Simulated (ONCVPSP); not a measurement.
# F: generating and testing an ONCV potential

Aim: build the potential from the settings below, then test how well it stands in for the atom: other configurations, scattering, ghost states and the plane-wave cutoff that it needs.

Method: ONCVPSP 4.0.1, PBE, scalar-relativistic.

## (1) The atom and the settings

The settings as typed:

```json
{
  "element": "fluorine (F, Z = 9)",
  "type": "optimised norm-conserving Vanderbilt (ONCV)",
  "frozen core": "[He]",
  "valence charge": "7",
  "reference configuration": "2s2 2p5",
  "partial waves": "2s: rc 0.80 bohr, ncon 4, nbas 9, qcut 8.1 1/bohr, local; 2p: rc 1.45 bohr, ncon 3, nbas 6, qcut 9 1/bohr, 2 projectors, debl 3.2 Ha; d scattering state at 0.05 Ha: rc 1.50 bohr, ncon 5, nbas 9, qcut 6.2 1/bohr, 3 projectors, debl 1.9 Ha",
  "local potential": "the s channel",
  "core correction": "Teter function, fcfact 2.25, rcfact 1.05"
}
```

The outer shells as boxes (Hund's rule for the drawing; the calculation is spin-unpolarised):

```
[He] core
2s [↑↓]
2p [↑↓][↑↓][↑ ]
```

## (2) The generation run

F.dat

```
# ATOM AND REFERENCE CONFIGURATION
# atsym  z   nc   nv     iexc    psfile
  F 9.00    1    2        4      upf
#
#   n    l    f
    1    0    2.00
    2    0    2.00
    2    1    5.00
#
# PSEUDOPOTENTIAL AND OPTIMIZATION
# lmax
    2
#
#   l,   rc,      ep,       ncon, nbas, qcut
    0    0.80    0.00    4    9    8.10
    1    1.45    0.00    3    6    9.00
    2    1.50    0.05    5    9    6.20
#
# LOCAL POTENTIAL
# lloc, lpopt,  rc(5),   dvloc0
    0    5    0.80    0.00
#
# VANDERBILT-KLEINMAN-BYLANDER PROJECTORs
# l, nproj, debl
    0    0    3.40
    1    2    3.20
    2    3    1.90
#
# MODEL CORE CHARGE
# icmod, fcfact, rcfact
    3    2.25    1.05
#
# LOG DERIVATIVE ANALYSIS
# epsh1, epsh2, depsh
   -3.00    5.00    0.02
#
# OUTPUT GRID
# rlmax, drl
    6.00    0.01
#
# TEST CONFIGURATIONS
# ncnf
    4
# nvcnf
#   n    l    f
    2
    2    0    2.00
    2    1    4.00
#
    2
    2    0    2.00
    2    1    3.00
#
    2
    2    0    2.00
    2    1    2.00
#
    2
    2    0    1.00
    2    1    6.00
#
```

The run is started by

```sh
$ oncvpsp.x < F.dat > F.out
```

What does the calculation give? Wanted: cutoffs for 1 and 0.1 mHa per electron, occupied waves; bound ghosts; GHOST(+) flags; largest test error; largest phase difference near zero energy, channels read; rms error of d²Exc/dn², without and with the model core.

**Answer**, as computed:

| quantity | value |
| --- | --- |
| cutoffs for 1 and 0.1 mHa per electron, occupied waves | 126 Ha and 353 Ha |
| bound ghosts | d at -3824.79 eV |
| GHOST(+) flags | d at 2018 eV |
| largest test error (AE − PS) | +1374 meV, for 2s2 2p2 |
| largest phase difference near zero energy, channels read | 0.002 rad |
| rms error of d²Exc/dn², without and with the model core | 1.34 and 1.76 mHa |

In words: A bound ghost (d) makes it unfit for use: electrons can fall into a state that the atom doesn't have. The worst unpolarised test, 2s2 2p2, is off by 1374 meV on 118.4 eV; by total energies transferability rates as poor. That test lies far up in energy; among those under 40 eV, nearer to bonding, the largest error is 48 meV. The potential is very hard: the looser tolerance needs 126 Ha. The tighter tolerance needs 353 Ha, and converged work needs a cutoff nearer that. At the looser tolerance the 2s wave is the slowest; 2p needs 30 Ha. Near zero energy the phases of the channels with partial waves agree within 0.002 rad. The program also flags highly localised states, GHOST(+) (d). All of this concerns the isolated atom, not yet a solid.
